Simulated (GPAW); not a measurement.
Runs of GPAW 26.7.0 on PtSe. The structure is cubic, space group Fm-3m (No. 225). Conventional cell: a = 5.597 Å, b = 5.597 Å, c = 5.597 Å, α = 90.00°, β = 90.00°, γ = 90.00°. Pt (site symmetry m-3m) is surrounded by 6 Se at 2.80 Å. Se (site symmetry m-3m) is surrounded by 6 Pt at 2.80 Å. The cell comes from a database or a generator and needn't be the stable form of this composition.

```csv
level,potentials or basis,spin,U,fixed moment (μB),gap on the mesh (eV),pressure (GPa),moment (μB)
LDA+U,"the program's PAW data sets (release 1.2.1) made for this functional, pw","collinear, zero start",Pt d U = 2 eV,0.0,-,-21.0,0.00
LDA+U,"the program's PAW data sets (release 1.2.1) made for this functional, pw","collinear, random start",Pt d U = 2 eV,-,none,-20.9,0.15
LDA+U,"the program's PAW data sets (release 1.2.1) made for this functional, pw","collinear, ferromagnetic start",Pt d U = 2 eV,-,none,-20.9,0.15
LDA+U,"the program's PAW data sets (release 1.2.1) made for this functional, pw","collinear, zero start",Pt d U = 5 eV,0.0,-,-20.7,0.00
PBE+U,"GPAW PAW data sets (gpaw-data 1.2.1), pw","collinear, ferromagnetic start",Pt d U = 8 eV,1.0,-,(a),1.00
```

Alike in all rows: task single point; cell as given; k mesh 6 × 6 × 6; cutoff (eV) 600; smearing gaussian 0.05 eV.

**Question.** Fill in the values left out.

**Answer.** (a) -7.3.

Caveats: the total moment is fixed, so each spin has its own Fermi level (some runs).

A k mesh can miss the band edges, and the runs leave out spin-orbit coupling on Pt, Se.

A gap of «none» marks a metal or a gap under the smearing width.
